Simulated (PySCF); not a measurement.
# H2Tm (Tm(H)2+): the cost of one run

Program: PySCF 2.14.0. Level of theory: several levels, as the steps say, no spin–orbit coupling. These are calculated values, not measurements.

1 further run of the same task is left out (for a known fault of the program).

## (1) Where the work starts

3 atoms, charge 1, spin multiplicity 1.

Bond lengths: Tm1–H2 1.881 Å, Tm1–H3 1.881 Å. Angles: H2–Tm1–H3 104.5°.

Geometry (Å):

```
atom    x (Å)   y (Å)    z (Å)
 Tm1   0.0000  0.0000  -0.1921
  H2   1.4874  0.0000   0.9587
  H3  -1.4874  0.0000   0.9587
```

Formal oxidation states: Tm +3. Each metal's 12 4f electrons lie in its core potential, so multiplicities, spins and levels count the valence alone. An earlier session relaxed this geometry at PBE0, Tm lcecp-1-SVP with ECP58, H def2-SVP (singlet, point group C2v).

At PBE0 on the finer grid: E = -39.682944 Eh, HOMO -12.90 eV, LUMO -7.98 eV, Mulliken charge on Tm1 +1.16 e, largest force component 0.001 eV/Å. 

Levels to run: wB97X; TPSSh; PBE0, TZVP. Hardware: 2 threads of Arm Neoverse V1, shared host.

## (2) wB97X

Input file run.py (the lines that set the calculation):

```python
mol = gto.M(atom='''
Tm     0.00000     0.00000    -0.19210
H      1.48739     0.00000     0.95872
H     -1.48739     0.00000     0.95872''',
    basis={'Tm': 'lcecp-1-SVP', 'H': 'def2-SVP'},
    ecp={'Tm': 'lcecp-1-SVP'},
    charge=1, spin=0)
mf = dft.RKS(mol, xc='WB97X')
mf.grids.atom_grid = (75, 302)  # f atoms: unpruned, at least (60, 302)
mf = mf.density_fit()  # fitting sets: Tm AutoAux, H def2-universal-JKFIT
mf.conv_tol = 1e-08; mf.max_cycle = 55
mf.kernel(dm0)  # dm0: the density of the relaxed state
```

Launch:

```console
$ OMP_NUM_THREADS=2 python run.py
```

**Question.** How long does this run take on 2 threads of Arm Neoverse V1, shared host?

About 1.7 s.
